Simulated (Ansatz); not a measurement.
**CHClFNSi: one species, many methods**

The task here is to estimate one member of a computed series from the others.

The runs use Ansatz 0.2.0, Gaussian basis; functionals in def2-TZVPP, the program's frozen cores in correlated methods.

Plan: LDA (SPW92), PBE-D4, revPBE-D4, BLYP-D4, r2SCAN-D4, B97M-V, PBE0-D4, B3LYP-D4, r2SCANh-D4, r2SCAN0-D4, HSE06-D4, BHLYP-D4, CAM-B3LYP-D4, LC-ωPBE, ωB97X-V, ωB97M-V, B2PLYP, PBE-QIDH; CCSD(T)/def2-SVP; CCSD(T)/def2-TZVPP; MP2/def2-QZVPP; extrapolation to the limit; RPA on PBE.

### The relaxed structure

An earlier PBE0-D4 in a triple-zeta def2 set relaxation fixed the geometry.

6 atoms, charge 0, spin multiplicity 1.

Atoms are counted from 1 here; the program's logs count them from 0.

Bond lengths: F1–C2 1.310 Å, C2–N3 1.270 Å, C2–Si4 1.756 Å, N3–Si4 1.775 Å, Si4–Cl5 2.023 Å, Si4–H6 1.469 Å. Angles: F1–C2–N3 128.1°, F1–C2–Si4 162.2°, N3–C2–Si4 69.7°, C2–N3–Si4 68.1°, C2–Si4–N3 42.2°, C2–Si4–Cl5 123.2°, C2–Si4–H6 125.2°, N3–Si4–Cl5 119.8°, N3–Si4–H6 120.9°, Cl5–Si4–H6 109.4°.

The first run:

Contents of in.yaml:

```yaml
crystal:
  periodic: [false, false, false]
  atoms:
    - {symbol: F, position_ang: [0.158303, -2.281341, -0.638720]}
    - {symbol: C, position_ang: [0.216569, -1.043678, -0.212130]}
    - {symbol: N, position_ang: [1.240339, -0.391707, 0.161046]}
    - {symbol: Si, position_ang: [-0.233891, 0.593228, 0.234784]}
    - {symbol: Cl, position_ang: [-0.525653, 2.070235, -1.116453]}
    - {symbol: H, position_ang: [-0.813568, 0.989362, 1.525374]}
basis:
  gaussian: {orbitals: def2-TZVPP}
hamiltonian: {xc: lda}
output: {orbitals: {seedname: orbitals}}
```

The run is started by

```
$ ansatz run in.yaml --threads 2 --pin off --events-out ev --progress --plain --max-ram 4352MiB
```

Steps of the session up to this table: LDA; PBE-D4 (GGA); revPBE-D4 (GGA); BLYP-D4 (GGA); r2SCAN-D4 (meta-GGA); B97M-V (meta-GGA); B3LYP-D4 (hybrid); r2SCANh-D4 (hybrid); r2SCAN0-D4 (hybrid); HSE06-D4 (hybrid); BHLYP-D4 (hybrid); CAM-B3LYP-D4 (range-separated); LC-ωPBE (range-separated); ωB97X-V (range-separated); ωB97M-V (range-separated); B2PLYP (double hybrid); PBE-QIDH (double hybrid).

One of the session's tables, all rows but one given; the rest of the session is left out.

It belongs to the step «Orbital energies across the functionals». 

| functional | HOMO (eV) | gap (eV) |
| --- | --- | --- |
| LDA (SPW92) | -6.57 | 4.37 |
| PBE-D4 | -6.38 | 4.46 |
| revPBE-D4 | -6.30 | 4.49 |
| BLYP-D4 | -6.26 | 4.49 |
| r2SCAN-D4 | -6.63 | 4.94 |
| B97M-V | -6.69 | 5.08 |
| PBE0-D4 | ? | ? |
| B3LYP-D4 | -7.49 | 6.32 |
| r2SCANh-D4 | -7.13 | 5.82 |
| r2SCAN0-D4 | -7.88 | 7.07 |
| HSE06-D4 | -7.30 | 5.98 |
| BHLYP-D4 | -8.97 | 8.93 |
| CAM-B3LYP-D4 | -9.10 | 9.19 |
| LC-ωPBE | -10.42 | 11.67 |
| ωB97X-V | -10.06 | 11.21 |
| ωB97M-V | -9.95 | 10.87 |

Q: Estimate the row for PBE0-D4 from the others.

As computed: HOMO (eV): -7.71; gap (eV): 6.76. In the column «HOMO (eV)» it lies between r2SCAN0-D4 (-7.88) and B3LYP-D4 (-7.49).
